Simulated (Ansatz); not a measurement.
# Sr2YSiO6: relaxing the atoms in a fixed cell

The start is Sr2YSiO6, a known structure type filled with other elements, at an estimated volume. Where does it settle when we relax the atoms in a fixed cell, and what is it like there?

Computed, not measured: Ansatz 0.2.0, DFT, PBE, no spin polarisation, plane waves, PAW.

**1. The system as given**

The structure is cubic, space group Fm-3m (No. 225). The conventional cell has a = 8.140 Å, b = 8.140 Å, c = 8.140 Å, α = 90.00°, β = 90.00°, γ = 90.00°. Around Sr (site symmetry -43m) lie 12 O at 2.88 Å. Y (site symmetry m-3m) has 6 O at 2.04 Å as nearest neighbours. Around O (site symmetry 4mm) lie 1 Y at 2.04 Å and 1 Si at 2.04 Å and 4 Sr at 2.88 Å. Around Si (site symmetry m-3m) lie 6 O at 2.04 Å.

Its coordinates follow in the input file.

The first density is read from a saved solution for the starting cell.

**2. The relaxation**

input.yaml reads:

```yaml
crystal:
  lattice:
    - [0.0, 4.070247, 4.070247]
    - [4.070247, 0.0, 4.070247]
    - [4.070247, 4.070247, 0.0]
  atoms:
    - { symbol: Sr, position: [0.25, 0.25, 0.25] }
    - { symbol: Sr, position: [0.75, 0.75, 0.75] }
    - { symbol: "Y", position: [0.5, 0.5, 0.5] }
    - { symbol: O, position: [0.75, 0.25, 0.25] }
    - { symbol: O, position: [0.25, 0.75, 0.25] }
    - { symbol: O, position: [0.25, 0.75, 0.75] }
    - { symbol: O, position: [0.75, 0.25, 0.75] }
    - { symbol: O, position: [0.25, 0.25, 0.75] }
    - { symbol: O, position: [0.75, 0.75, 0.25] }
    - { symbol: Si, position: [0.0, 0.0, 0.0] }
  symmetry: { tolerance: 0.0003 }
kpoints:
  mp_grid: { grid: [7, 7, 7], shift: [0, 0, 0] }
magnetization:
  spin_polarized: false
scf:
  occupations: { method: cold, width: 0.2665 }
  lower_state_search: "off"
hamiltonian:
  pseudopotentials: { kind: paw }
  xc: pbe
basis:
  ecutwfc: 420
  fft_grid_basis: typed
relax:
  max_steps: 40
output:
  forces: true
  stress: true
  eigenvalues: true
  bader: true
  populations: true
  elf: true
  write_potential: true
  volumetric_format: npy
  dos:
    e_range: [-12, 8]
    de: 0.05
    projected: { site_lists: { O: [O], Si: [Si], Sr: [Sr], "Y": ["Y"] } }
checkpoint:
  read: saved_state
```

The run is started by

```console
ansatz run input.yaml --threads 2 --pin off --max-ram 2560MiB --backend cpu --events-out ev --progress --plain --runs-dir out
```

The program printed, cut to the lines that bear on the results:

```text
Warning: output.stress: scf.convergence.dr2_threshold = 1e-7 eV (the SCF's general default) is looser than the 1e-9 eV advised for a printed stress (1e-10 eV for each atom of the cell: 10). What an SCF threshold leaves in a stress goes as its square root, and in the free energy as the [...]
Warning: checkpoint.read: basis.xc_grid differs: saved 1, current 2 (points along each axis for each point of the dense box; where the key is left out runs that use forces, runs that use the stress, dielectric runs by a finite field, finite-displacement phonons, runs of [...]
Warning: RAYON_NUM_THREADS=2 ignored (pool sized by the plan → 2); use --threads N
[...]
Pseudopotentials: kind: paw
Pseudopotential: Sr, paw, valence charge 10, recommended cutoff 420 eV (normal), Sr.paw.azcp
Pseudopotential: Y, paw, valence charge 11, recommended cutoff 420 eV (normal), Y.paw.azcp
Pseudopotential: O, paw, valence charge 6, recommended cutoff 420 eV (normal), O.paw.azcp
Pseudopotential: Si, paw, valence charge 4, recommended cutoff 420 eV (normal), Si.paw.azcp
Functional definition: PBE
[...]
Crystal: 10 atoms, lattice volume = 134.863 Å³
Basis set: ecut = 420 eV, 2685 PW (Γ), exchange–correlation on 80×80×80 points (8 copies of the dense FFT grid, shifted against one another)
Bands: 46, of which v1, the nominal top of the filled ones, is band 36 counted from 1 (35 counted from 0)
Symmetry: 48 space group operations
Space group: Fm-3m (ITA 225), of the structure as read, at distance tolerance 1.5e-3 Å
k-points: 20 of 343
[...]
SCF iter   1: F=—  HF=-14986.952278 eV  |F-HF|=—  |Δ(HF+E_count)|=         —  Δρ=1.20e-3  dr2=2.75e-4  ethr=5.87e-6  ⟨swp⟩=3.1  Hψ=7183  notcnv=0
[...]
relax step   1: F+E_penalty+E_count = -14986.95465637 eV  Δ(F+E_penalty+E_count) = +0.000e0 eV  max|allowed force component| = 5.963e0 eV/Å  Δτ_max = 0.0000 Å  (5 SCF iters, accepted)
[...]
relax step   2: F+E_penalty+E_count = -14990.56640558 eV  Δ(F+E_penalty+E_count) = -3.612e0 eV  max|allowed force component| = 1.389e0 eV/Å  Δτ_max = 0.1638 Å  (6 SCF iters, dr2 threshold 1.00e-4 eV, accepted)
[...]
SCF iter   5: F=-14990.763984 eV  HF=-14990.763989 eV  |F-HF|=5.23e-6  |Δ(HF+E_count)|=   1.22e-5  S|Δr|=    0.00e0  Δρ=5.35e-5  dr2=9.47e-6  ethr=1.25e-7  ⟨swp⟩=19.9  Hψ=10120  notcnv=0
[...]
```

**3. The output, continued: semilocal partner**

Output, continued, cut to the lines that bear on the results:

```text
relax step   3: F+E_penalty+E_count = -14990.76398418 eV  Δ(F+E_penalty+E_count) = -1.976e-1 eV  max|allowed force component| = 1.379e-2 eV/Å  Δτ_max = 0.0465 Å  (5 SCF iters, dr2 threshold 1.00e-4 eV, accepted)
[...]
relax step   4: F+E_penalty+E_count = -14990.76398677 eV  Δ(F+E_penalty+E_count) = -2.583e-6 eV  max|allowed force component| = 1.327e-2 eV/Å  Δτ_max = 0.0000 Å  (3 SCF iters, accepted)
[...]
relax step   5: F+E_penalty+E_count = -14990.76400382 eV  Δ(F+E_penalty+E_count) = -1.705e-5 eV  max|allowed force component| = 7.674e-5 eV/Å  Δτ_max = 0.0004 Å  (4 SCF iters, accepted)
SCF converged after 4 iterations
Stability not checked: this state was not tested for a lower state beside it, because cold or Methfessel-Paxton smearing, or corrected tetrahedra, fill the levels in a way that the test cannot read (fill_not_monotonic; see scf.lower_state_search)
[...]
    - { symbol: O, position: [0.775876398000673, 0.775876398000673, 0.2241236019993269] }
    - { symbol: Si, position: [-1.0308618635475687e-18, 6.845775166194451e-19, 2.6637257455996925e-21] }
--- Löwdin populations: 10 sites ---
  site symbol       q [e]
     0     Sr      8.2322
     1     Sr      8.2322
     2      Y     10.2300
     3      O      6.8386
     4      O      6.8386
     5      O      6.8386
     6      O      6.8386
     7      O      6.8386
     8      O      6.8386
     9     Si      2.5362
  spilling = 0.010393 (of n_electrons = 71.000000)
--- Bader charges: 10 sites ---
  site symbol  charge [e]  shift [e]
     0     Sr      1.5912     0.0000
     1     Sr      1.5912     0.0000
     2      Y      2.1124     0.0001
     3      O     -1.4200     0.0021
     4      O     -1.4200     0.0021
     5      O     -1.4200     0.0021
     6      O     -1.4200     0.0021
     7      O     -1.4200     0.0021
     8      O     -1.4200     0.0021
     9     Si      3.2253     0.0125
  estimated error of the sums over rays = 3.7e-4 e
```

Wall time 58 s (2 threads of an x86-64 CPU, shared host); peak memory 0.55 GiB.

Relaxation path:

| step | energy from step 1 (eV/cell) | largest force component (eV/Å) |
| --- | --- | --- |
| 1 | 0.0000 | 5.9634 |
| 2 | -3.6118 | 1.3889 |
| 3 | -3.8093 | 0.0138 |
| 4 | -3.8093 | 0.0133 |
| 5 | -3.8093 | 0.0001 |

Step 1 is the start. Step 4 solves the same geometry again.

The largest move, 0.21 Å, is shared by several atoms, O8 among them.

**4. Density of states**

States per cell by energy window, from dos.tsv and pdos.tsv (tetrahedra; eV from the Fermi level):

```csv
from,to,total,O p,Y d
-7.0,-6.0,1.78,1.09,0.07
-6.0,-5.0,0.22,0.13,0.00
-5.0,-4.0,3.08,2.30,0.17
-4.0,-3.0,5.01,3.96,0.25
-3.0,-2.0,6.03,5.35,0.28
-2.0,-1.0,9.42,8.35,0.52
-1.0,0.0,9.49,9.02,0.16
0.0,1.0,0.97,0.96,0.00
1.0,2.0,0.00,0.00,0.00
2.0,3.0,0.00,0.00,0.00
3.0,4.0,0.00,0.00,0.00
4.0,5.0,0.00,0.00,0.00
```

**5. Atomic charges**

Gathered by element (positive charge: electrons given up): Löwdin charges also hold the electrons that the projection spills.

```csv
element,atoms,Bader charge (e),Bader volume (Å³),Löwdin charge (e)
Sr,2,+1.59,17.4,+1.77
Y,1,+2.11,12.2,+0.77
O,6,-1.42,14.2,-0.84
Si,1,+3.23,2.8,+1.46
```

The Löwdin projection spills 1.0 % of the electrons and depends on the orbitals chosen; where it disagrees with Bader's partition, neither is an observable.

**6. Maps of the fields**

Maps in the plane spanned by b and c at height 0.750 along a (axes of the input's cell), one cell: b runs left to right (17 points from zero), c bottom to top (17 points), 60° apart. These are the smooth PAW fields, not the true ones near the nuclei.

Valence density. Ten steps from '0' (0.06 e/Å³) to '9' (7.38 e/Å³), finer at the low end (step k begins (100^(k/10) - 1)/99 of the way up):
```
13554200024442100
14687420035776410
13799741036777641
12589963125776762
11368864113677774
10135653101467774
10012332100135654
10001122100012332
11111122111111000
13443222222343100
14666422223566420
14799642113689742
23699963112589974
22479964101368985
32246764100135765
22223443100012343
22322111111111111
```

ELF. Ten even steps from '0' (0.03) to '9' (0.87):
```
15886200027984000
27999830059999700
17965983049958970
05984797019910894
01799898306971598
10378997400899999
10013443200069997
00000000000001452
02420000002430000
26885001003787300
27999610004999830
17988960004987982
04973895003894596
21797898201798698
31279998400379998
21114776200015775
02320122001100121
```

Atoms within 0.2 Å of the plane, in fractions of b and c: Sr at (0.75, 0.75), O at (0.22, 0.22), O at (0.22, 0.78), O at (0.78, 0.22).

At the density minimum on some short contacts:

```
contact  length (Å)  minimum at (fraction)  density (e/Å³)   ELF
  Y3–O4       2.246                   0.53           0.434  0.14
 Sr1–O4       2.886                   0.50           0.113  0.05
```

**7. What came out**

```
                                                 quantity                                   value
                                                    moves                                       3
                                            energy gained                          380.9 meV/atom
                                             largest move                              0.21 Å (O)
                     space group (0.01 Å), before / after                           Fm-3m / Fm-3m
                          pressure left in the fixed cell                                -6.0 GPa
                                                character                                   metal
density of states, mean within 0.25 eV of the Fermi level                     5.4 per eV per cell
                                            Bader charges  Sr +1.59, Y +2.11, O -1.42, Si +3.23 e
```

In the fixed cell the largest move of an atom is 0.21 Å; the energy fell by 380.9 meV per atom. The fixed cell still holds a mean pressure of -6.0 GPa, so it would shrink if let free. With 48 symmetry operations imposed, the end may be a saddle point towards distortions that break them. It is a metal; within 0.25 eV of the Fermi level the density of states averages 5.4 per eV per cell, mostly O p (98 %). Si loses most charge (+3.23 e on average) and O gains most (-1.42 e).

Limits of this run: an odd count of electrons without spin polarisation forces a partly filled band; wide smearing; the SCF threshold is loose for a stress.
